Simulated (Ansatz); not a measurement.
# ClHInO− (SMILES [O-][InH][Cl]): single points off equilibrium

An exercise on one series of results from a longer session: the logs are not shown, and one member is left open.

Program: Ansatz 0.2.0, Gaussian basis. Level of theory: single points in def2-TZVPPD. These are calculated values, not measurements.

Correlated methods freeze the cores. Filled d shells of the heavier atoms are correlated. Core potentials replace the inner electrons past krypton, and spin-orbit coupling is left out.

### The system as given

SMILES `[O-][InH][Cl]`, 4 atoms, charge -1, spin multiplicity 1.

Atoms are counted from 1 here; the program's logs count them from 0.

Bond lengths: O1–In2 1.829 Å, In2–Cl3 2.461 Å, In2–H4 1.694 Å. Angles: O1–In2–Cl3 119.8°, O1–In2–H4 135.7°, Cl3–In2–H4 104.3°.

Geometry (Å):

```xyz
4

O    -1.93580   -0.69920    0.27430
In   -0.32810    0.10810   -0.05580
Cl    1.73490   -0.84570    0.88820
H     0.20840    1.38820   -1.02680
```

Set-up of the first run:

Contents of run/in.yaml:

```yaml
crystal:
  periodic: [false, false, false]
  atoms:
    - {symbol: O, position_ang: [-1.935800, -0.699200, 0.274300]}
    - {symbol: In, position_ang: [-0.328100, 0.108100, -0.055800]}
    - {symbol: Cl, position_ang: [1.734900, -0.845700, 0.888200]}
    - {symbol: H, position_ang: [0.208400, 1.388200, -1.026800]}
basis:
  gaussian: {orbitals: "def2-TZVPPD.json"}
total_charge: -1
correlation: {method: ccsd_t}
output: {forces: true}
```

The basis file named in the input lies beside it (Basis Set Exchange, JSON).

The command line of these runs was not kept.

Steps of the session up to this table: CCSD(T)/def2-TZVPPD; PBE0-D4/def2-TZVPPD; wB97M-V/def2-TZVPPD; r2SCAN-D4/def2-TZVPPD; PBE-D4/def2-TZVPPD; revPBE-D4/def2-TZVPPD; HSE06-D4/def2-TZVPPD.

One table of the session follows, with a row left open; its other results are not shown here.

```
   method  RMS force component (eV/Å)  angle to CCSD(T) forces (°)
  CCSD(T)                       0.827                    reference
  PBE0-D4                       0.627                          7.1
  wB97M-V                       0.642                          4.0
r2SCAN-D4                       0.707                          5.9
   PBE-D4                       0.863                          7.6
revPBE-D4                           ?                            ?
 HSE06-D4                       0.630                          7.3
```

**Question.** Estimate the row for revPBE-D4.

As computed: RMS force component (eV/Å): 0.927; angle to CCSD(T) forces (°): 9.1. In the column «RMS force component (eV/Å)» it is the highest.
